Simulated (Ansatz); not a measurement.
# CH₄GeO₂: how energies converge with the basis set

How large a basis does CH₄GeO₂ need? Two functionals are run in growing sets.

Program: Ansatz 0.2.0, Gaussian basis. Level of theory: one geometry, several basis sets. These are calculated values, not measurements.

Levels to be run: PBE0-D4/def2-SVP; ωB97M-V/def2-SVP; PBE0-D4/def2-QZVPP; ωB97M-V/def2-QZVPP; the functionals' def2-TZVPP values are taken from earlier runs.

## 1. Structure used throughout

An earlier PBE0-D4 in a triple-zeta def2 set relaxation fixed the geometry.

8 atoms, charge 0, spin multiplicity 1.

Atoms are counted from 1 here; the program's logs count them from 0.

Bond lengths: O1–Ge2 1.764 Å, O1–H5 0.960 Å, Ge2–C3 1.882 Å, Ge2–O4 1.819 Å, Ge2–H6 1.525 Å, C3–O4 1.442 Å, C3–H7 1.090 Å, C3–H8 1.090 Å. Angles: Ge2–O1–H5 113.0°, O1–Ge2–C3 118.1°, O1–Ge2–O4 114.1°, O1–Ge2–H6 113.1°, C3–Ge2–O4 45.8°, C3–Ge2–H6 128.8°, O4–Ge2–H6 113.4°, Ge2–C3–O4 64.8°, Ge2–C3–H7 121.3°, Ge2–C3–H8 118.2°, O4–C3–H7 115.0°, O4–C3–H8 114.7°, H7–C3–H8 113.6°, Ge2–O4–C3 69.4°.

## 2. PBE0-D4 in def2-SVP

Contents of in.yaml:

```yaml
crystal:
  periodic: [false, false, false]
  atoms:
    - {symbol: O, position_ang: [-1.684557, 0.608028, -0.705559]}
    - {symbol: Ge, position_ang: [-0.216129, 0.514345, 0.267768]}
    - {symbol: C, position_ang: [1.158097, -0.633836, -0.309935]}
    - {symbol: O, position_ang: [0.283833, -1.181136, 0.697861]}
    - {symbol: H, position_ang: [-2.475190, 0.752392, -0.179825]}
    - {symbol: H, position_ang: [-0.229296, 1.463360, 1.461213]}
    - {symbol: H, position_ang: [2.190281, -0.485341, 0.006243]}
    - {symbol: H, position_ang: [1.065159, -1.094811, -1.293469]}
basis:
  gaussian: {orbitals: def2-SVP}
hamiltonian: {xc: pbe0, dispersion: d4}
output: {orbitals: {seedname: orbitals}}
```

Launch:

```console
> ansatz run in.yaml --threads 2 --pin off --events-out ev --progress --plain --max-ram 4352MiB
```

After this run come: ωB97M-V in def2-SVP; PBE0-D4 in def2-QZVPP; ωB97M-V in def2-QZVPP.

Q: Predict the results of all the runs planned. Wanted: PBE0-D4: double and triple zeta above quadruple; ωB97M-V: double and triple zeta above quadruple.

**Answer**, as computed:

```
                                       quantity           value
PBE0-D4: double and triple zeta above quadruple  15.16, 1.54 eV
ωB97M-V: double and triple zeta above quadruple  15.27, 1.50 eV
```

What this shows: For PBE0-D4 the step from double to triple zeta gains 13.62 eV and the next only 1.54 eV. These are total energies; as a rule much of such shifts cancels in differences, which this series doesn't test. The LUMO of ωB97M-V is positive and keeps falling with the basis (1.70 to 1.15 eV): an unbound level that the basis holds in place.
